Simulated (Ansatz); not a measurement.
# CH₄FNOSi: up Jacob's ladder to CCSD(T)

Aim: compute CH₄FNOSi with functionals from several rungs and with coupled cluster. The yardstick is the atomisation energy at the CCSD(T) limit.

The runs use Ansatz 0.2.0, Gaussian basis; functionals in def2-TZVPP, the program's frozen cores in correlated methods.

The runs, in order: LDA (SPW92), PBE-D4, revPBE-D4, BLYP-D4, r2SCAN-D4, B97M-V, PBE0-D4, B3LYP-D4, r2SCANh-D4, r2SCAN0-D4, HSE06-D4, BHLYP-D4, CAM-B3LYP-D4, LC-ωPBE, ωB97X-V, ωB97M-V, B2PLYP, PBE-QIDH; CCSD(T)/def2-SVP; CCSD(T)/def2-TZVPP; MP2/def2-QZVPP; extrapolation to the limit; RPA on PBE.

## (1) Structure used throughout

All runs share one geometry, relaxed beforehand with PBE0-D4 in a triple-zeta def2 set.

SMILES `C=N[SiH](O)F`, 9 atoms, charge 0, spin multiplicity 1.

Atoms are counted from 1 here; the program's logs count them from 0.

Bond lengths: C1–N2 1.258 Å, C1–H6 1.100 Å, C1–H7 1.096 Å, N2–Si3 1.724 Å, Si3–O4 1.626 Å, Si3–F5 1.596 Å, Si3–H8 1.472 Å, O4–H9 0.958 Å. Angles: N2–C1–H6 124.1°, N2–C1–H7 120.3°, H6–C1–H7 115.7°, C1–N2–Si3 126.5°, N2–Si3–O4 108.6°, N2–Si3–F5 112.0°, N2–Si3–H8 110.0°, O4–Si3–F5 107.9°, O4–Si3–H8 111.6°, F5–Si3–H8 106.7°, Si3–O4–H9 117.1°.

## (2) LDA

This LDA is Slater exchange with PW92 correlation.

Contents of in.yaml:

```yaml
crystal:
  periodic: [false, false, false]
  atoms:
    - {symbol: C, position_ang: [-0.237758, 1.420475, 0.914496]}
    - {symbol: N, position_ang: [0.477267, 0.440109, 0.581370]}
    - {symbol: Si, position_ang: [0.236250, -0.588747, -0.781133]}
    - {symbol: O, position_ang: [0.184320, -2.130216, -0.265108]}
    - {symbol: F, position_ang: [-1.137037, -0.275103, -1.530562]}
    - {symbol: H, position_ang: [-1.128726, 1.749570, 0.360486]}
    - {symbol: H, position_ang: [0.010355, 2.007650, 1.806508]}
    - {symbol: H, position_ang: [1.312145, -0.383282, -1.764249]}
    - {symbol: H, position_ang: [0.371784, -2.286756, 0.661192]}
basis:
  gaussian: {orbitals: def2-TZVPP}
hamiltonian: {xc: lda}
output: {orbitals: {seedname: orbitals}}
```

Started as:

```
$ ansatz run in.yaml --threads 2 --pin off --events-out ev --progress --plain --max-ram 4352MiB
```

After this run come: PBE-D4 (GGA); revPBE-D4 (GGA); BLYP-D4 (GGA); r2SCAN-D4 (meta-GGA); B97M-V (meta-GGA); PBE0-D4 (hybrid); B3LYP-D4 (hybrid); r2SCANh-D4 (hybrid); r2SCAN0-D4 (hybrid); HSE06-D4 (hybrid); BHLYP-D4 (hybrid); CAM-B3LYP-D4 (range-separated); LC-ωPBE (range-separated); ωB97X-V (range-separated); ωB97M-V (range-separated); B2PLYP (double hybrid); PBE-QIDH (double hybrid); CCSD(T) in def2-SVP; CCSD(T) in def2-TZVPP; MP2 in def2-QZVPP; RPA on PBE orbitals.

**Question.** What will the summary of the whole plan be? Wanted: atomisation energy, CCSD(T)/CBS; farthest beyond LDA; mean size of error, GGA; mean size of error, meta-GGA; mean size of error, hybrid; mean size of error, range-separated; mean size of error, double hybrid; gap, smallest and largest; T1 diagnostic.

**Answer**, as computed:

| quantity | value |
| --- | --- |
| atomisation energy, CCSD(T)/CBS | 3625.3 kJ/mol |
| functionals within 18.1 kJ/mol (0.5 %) | BLYP-D4, B97M-V, B3LYP-D4, CAM-B3LYP-D4, ωB97X-V, ωB97M-V |
| farthest beyond LDA | BHLYP-D4 (-150.6 kJ/mol) |
| mean size of error, GGA | 36.5 kJ/mol |
| mean size of error, meta-GGA | 16.8 kJ/mol |
| mean size of error, hybrid | 65.9 kJ/mol |
| mean size of error, range-separated | 11.9 kJ/mol |
| mean size of error, double hybrid | 52.5 kJ/mol |
| gap, smallest and largest | 3.50 eV (LDA (SPW92)), 11.44 eV (LC-ωPBE) |
| T1 diagnostic | 0.0127 |
| triples share of the correlation energy | 3.6 % |

What this shows: LDA overbinds by 529.1 kJ/mol (15 %). PBE-D4 is off by +57.6 kJ/mol. Double hybrids carry the basis error of their MP2 part in triple zeta, and no dispersion term here, so their miss is partly the set-up's. The rungs range-separated, meta-GGA miss on average by less than the doubt on the reference (18.1 kJ/mol), so they tie. Misses under about 18.1 kJ/mol are within the doubt on the reference itself, which lacks core-valence correlation, relativity and higher excitations. Hartree-Fock recovers 70 % of the binding; the rest is correlation. CCSD(T) in def2-SVP is off by -293.2 kJ/mol, so the small basis spoils what the method gains. The gap grows from 3.5 to 11.4 eV across the functionals, mostly with the share of exact exchange.
